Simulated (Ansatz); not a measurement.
# HC18Cl: the cost of one run

All numbers below are computed with Ansatz 0.2.0 (DFT PBE+D3(BJ), plane waves, PAW, scalar-relativistic, no spin polarisation).

### Step 1. The starting structure

The cell holds 20 atoms (C18HCl): a = 7.398 Å, b = 7.398 Å, c = 11.000 Å, α = 90.00°, β = 90.00°, γ = 120.00°.

The coordinates stand in the first input below.

### Step 2. Relaxing end A

Contents of input.yaml:

```yaml
crystal:
  lattice:
    - [7.398, 0.0, 0.0]
    - [-3.699, 6.406856, 0.0]
    - [0.0, 0.0, 11.0]
  atoms:
    - { symbol: C, position: [0.0, 0.0, 0.0909091] }
    - { symbol: C, position: [0.2222222, 0.1111111, 0.0909091] }
    - { symbol: C, position: [0.0, 0.3333333, 0.0909091] }
    - { symbol: C, position: [0.2222222, 0.4444444, 0.0909091] }
    - { symbol: C, position: [0.0, 0.6666667, 0.0909091] }
    - { symbol: C, position: [0.2222222, 0.7777778, 0.0909091] }
    - { symbol: C, position: [0.3333333, 0.0, 0.0909091] }
    - { symbol: C, position: [0.5555556, 0.1111111, 0.0909091] }
    - { symbol: C, position: [0.3333333, 0.3333333, 0.0909091] }
    - { symbol: C, position: [0.5555556, 0.4444444, 0.0909091] }
    - { symbol: C, position: [0.3333333, 0.6666667, 0.0909091] }
    - { symbol: C, position: [0.5555556, 0.7777778, 0.0909091] }
    - { symbol: C, position: [0.6666667, 0.0, 0.0909091] }
    - { symbol: C, position: [0.8888889, 0.1111111, 0.0909091] }
    - { symbol: C, position: [0.6666667, 0.3333333, 0.0909091] }
    - { symbol: C, position: [0.8888889, 0.4444444, 0.0909091] }
    - { symbol: C, position: [0.6666667, 0.6666667, 0.0909091] }
    - { symbol: C, position: [0.8888889, 0.7777778, 0.0909091] }
    - { symbol: Cl, position: [0.935658, 0.0459788, 0.3163636] }
    - { symbol: H, position: [1.0200626, 0.2329833, 0.3572727] }
basis:
  ecutwfc: 420.0
kpoints:
  mp_grid: { grid: [2, 2, 1] }
hamiltonian:
  xc: pbe
  dispersion: d3bj
scf:
  occupations: { method: fermi_dirac, width: 0.02 }
  lower_state_search: "off"
relax:
  f_tol: 0.03
  max_steps: 60
  adjacent_minimum: "off"
output:
  write_density: true
  write_potential: true
  elf: true
  volumetric_format: npy
```

Started as:

```bash
ansatz run input.yaml --threads 1 --pin off --max-ram 3072MiB --backend cpu --events-out ev --progress --plain --runs-dir out
```

Q: Estimate wall time and peak memory on 1 thread of Intel Xeon 6975P-C (Granite Rapids), shared host.

About 92 s, with a peak of 0.72 GiB.
